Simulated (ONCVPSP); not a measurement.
# Gadolinium: generating and testing an ONCV potential

Task: generate the file, and judge it by its errors in other configurations, its logarithmic derivatives, its ghosts and its cutoff.

The numbers are computed with ONCVPSP 4.0.1.1 (patched build) (PBE, scalar-relativistic, spin-unpolarised reference atom).

### Step 1. Settings

Typed settings, in words:

- element: gadolinium (Gd, Z = 64)
- type: optimised norm-conserving Vanderbilt (ONCV)
- frozen core: [Kr]
- valence charge: 28
- reference configuration: 4d10 4f7 5s2 5p6 (charge +3)
- partial waves: 5s: rc 1.55 bohr, ncon 4, nbas 9, qcut 4.7 1/bohr, 3 projectors, debl 0.7 Ha; 5p: rc 1.95 bohr, ncon 4, nbas 7, qcut 7.2 1/bohr, 3 projectors, debl 1.6 Ha; 4d: rc 0.95 bohr, ncon 5, nbas 10, qcut 19 1/bohr, 1 projector; 4f: rc 1.20 bohr, ncon 4, nbas 9, qcut 17.2 1/bohr, 1 projector
- local potential: polynomial inside 0.75 bohr (lpopt 5, dvloc0 0 Ha)
- core correction: Teter function, fcfact 2, rcfact 1.35

An earlier all-electron run gives the scale for the radii.

All-electron outer shells of the reference configuration (PBE, scalar-relativistic, ld1.x):

```
shell  level (eV)  outermost node (bohr)  outermost maximum (bohr)
   5s      -74.68                   0.65                      1.20
   5p      -51.84                   0.70                      1.35
   4f      -33.70                      –                      0.56
   5d      -24.69                   0.79                      1.81
   6s      -22.53                   1.56                      2.87
   6p      -17.14                   1.81                      3.37
```

### Step 2. Generating the potential

Contents of Gd.dat:

```
# ATOM AND REFERENCE CONFIGURATION
# atsym  z   nc   nv     iexc    psfile
  Gd 64.00    8    4        4      upf
#
#   n    l    f
    1    0    2.00
    2    0    2.00
    2    1    6.00
    3    0    2.00
    3    1    6.00
    3    2   10.00
    4    0    2.00
    4    1    6.00
    4    2   10.00
    4    3    7.00
    5    0    2.00
    5    1    6.00
#
# PSEUDOPOTENTIAL AND OPTIMIZATION
# lmax
    3
#
#   l,   rc,      ep,       ncon, nbas, qcut
    0    1.55    0.00    4    9    4.70
    1    1.95    0.00    4    7    7.20
    2    0.95    0.00    5   10   19.00
    3    1.20    0.00    4    9   17.20
#
# LOCAL POTENTIAL
# lloc, lpopt,  rc(5),   dvloc0
    4    5    0.75    0.00
#
# VANDERBILT-KLEINMAN-BYLANDER PROJECTORs
# l, nproj, debl
    0    3    0.70
    1    3    1.60
    2    1    3.70
    3    1    3.60
#
# MODEL CORE CHARGE
# icmod, fcfact, rcfact
    3    2.00    1.35
#
# LOG DERIVATIVE ANALYSIS
# epsh1, epsh2, depsh
   -8.00    5.00    0.04
#
# OUTPUT GRID
# rlmax, drl
    6.00    0.01
#
# TEST CONFIGURATIONS
# ncnf
    4
# nvcnf
#   n    l    f
    6
    4    2   10.00
    4    3    7.00
    5    0    2.00
    5    1    6.00
    5    2    1.00
    6    0    2.00
#
    6
    4    2   10.00
    4    3    7.00
    5    0    2.00
    5    1    6.00
    5    2    1.00
    6    0    1.00
#
    5
    4    2   10.00
    4    3    7.00
    5    0    2.00
    5    1    6.00
    5    2    1.00
#
    6
    4    2   10.00
    4    3    7.00
    5    0    2.00
    5    1    6.00
    5    2    2.00
    6    0    1.00
#
```

Launch:

```sh
$ oncvpsp.x < Gd.dat > Gd.out
```

Before running it: what results should come out? Wanted: cutoffs for 1 and 0.1 mHa per electron, occupied waves; bound ghosts; GHOST(+) flags; largest test error; largest phase difference near zero energy, channels read; rms error of d²Exc/dn², without and with the model core; projector energies reset by the program.

**Answer**, as computed:

| quantity | value |
| --- | --- |
| cutoffs for 1 and 0.1 mHa per electron, occupied waves | 109 Ha and 125 Ha |
| bound ghosts | s at -337.55 eV, p at -65.08 eV |
| GHOST(+) flags | none at low energy (1 near or above the test basis's cutoff) |
| largest test error (AE − PS) | +20 meV, for 4d10 4f7 5s2 5p6 5d1 6s1 (2 tests unsolved) |
| largest phase difference near zero energy, channels read | 0.014 rad |
| rms error of d²Exc/dn², without and with the model core | 5.50 and 4.04 mHa |
| projector energies reset by the program | s: -2.744, 0.250, 0.950 Ha; p: -1.905, 0.250, 1.850 Ha |

In words: A bound ghost (s, p) makes it unfit for use: electrons can fall into a state that the atom doesn't have. The worst unpolarised test, 4d10 4f7 5s2 5p6 5d1 6s1, is off by 20 meV on 31.9 eV; by total energies transferability rates as good where solved. Atomic tests can pass in spite of a ghost, since they solve only for the levels asked. Of the tests 2 gave no usable energy difference, which is a warning in itself. The potential is very hard: the looser tolerance needs 109 Ha. Near zero energy the phases of the channels with partial waves agree within 0.014 rad. The pseudo curves have a pole with no partner nearby in the atom's: p at -2.38 Ha.
